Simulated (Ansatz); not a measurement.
Task: the spin response to a magnetic field of LaAg, space group P4/mmm, with Ansatz 0.2.0 through its Python package. Give the script and its output. Settings (first run): PBEsol, PAW, cutoff 463 eV, 7×7×7 k-points, Fermi-Dirac smearing of 0.1 eV, collinear spin.

```
CELL_PARAMETERS angstrom
3.80799 0.00000 0.00000
0.00000 3.80799 0.00000
0.00000 0.00000 3.81828
ATOMIC_POSITIONS crystal
La 0.50000 0.50000 0.50000
Ag 0.00000 0.00000 0.00000
```

`laag_zeeman.py`
```python
"""Spin moment of LaAg in a magnetic field."""

import ansatz as az
import numpy as np
from pymatgen.core import Lattice, Structure
from pymatgen.io.ase import AseAtomsAdaptor
from tabulate import tabulate

pmg_structure = Structure(
    Lattice([[3.807989, 0.0, 0.0], [0.0, 3.807989, 0.0], [0.0, 0.0, 3.818281]]),
    ["La", "Ag"],
    [
        [0.5, 0.5, 0.5],
        [0.0, 0.0, 0.0],
    ],
)
cell = az.Crystal.from_ase(AseAtomsAdaptor.get_atoms(pmg_structure))

job = (
    cell.calculation()
    .kpoints(density=3.8)
    .basis(34 * az.Ry)
    .occupations("fermi_dirac")
    .functional("pbesol")
    .pseudopotentials("paw")
    .spin("collinear")
)
# the field acts on the spins alone; such large fields lift the response over the noise
rows = []
for tesla in [0, 100, 200, 400]:
    data = (job.magnetic_field(tesla) if tesla else job).run(threads=1, pin="off").report
    rows.append((tesla, data["magnetization_mub"], data["free_energy_ev"], data["components"].get("e_zeeman", 0.0)))
print(tabulate(rows, headers=["B (T)", "moment muB", "F eV", "Zeeman term eV"], floatfmt=".4f", tablefmt="simple"))
slope = np.polyfit([row[0] for row in rows], [row[1] for row in rows], 1)[0]
print(f"dM/dB = {1000 * slope:.4f} muB per 1000 T per cell")
```

Running `python laag_zeeman.py` prints:
```text
RunWarning: this spin-polarised run has no starting moment large enough to seed its density, so its SCF can try parallel moments of its own, which can die out, and starts no order whose moments cancel. Behind that start scf.lower_state_search: light tries no other order and makes no probe for moments, and off searches nothing, so another order or size of moments can lie lower. To look for one, give starting moments (crystal.atoms[].spin, magnetization.per_species, [...]
  B (T)    moment muB         F eV    Zeeman term eV
-------  ------------  -----------  ----------------
      0        0.0000  -13683.9800            0.0000
    100        0.0405  -13683.9801           -0.0002
    200        0.0807  -13683.9805           -0.0009
    400        0.1587  -13683.9819           -0.0037
dM/dB = 0.3965 muB per 1000 T per cell
```
(Warnings from the package without file and line, shortened.)

Reading the output:
- Total energies depend on the potentials; only differences at equal settings carry meaning. A total without «per atom» is that of the cell as typed.
- For a metal this k-point mesh is coarse: on a finer one energies can move by several to tens of meV an atom and pressures by half a GPa or more, differences at one mesh by less.
- Within a few hundredths of an angstrom the cell has the higher group Pm-3m; the lower one is a small distortion.
- This cell is a computed structure, which may not be the phase found in nature.
- Orbital magnetism is left out. The response of a metal hangs strongly on mesh and smearing, and a straight-line fit holds only where the moment is linear in the field.
- Run time: 46 s on 1 thread of Arm Neoverse V2 (shared host), peak memory 0.53 GiB.

(Lines on the test bed's own set-up are left out of the output.)
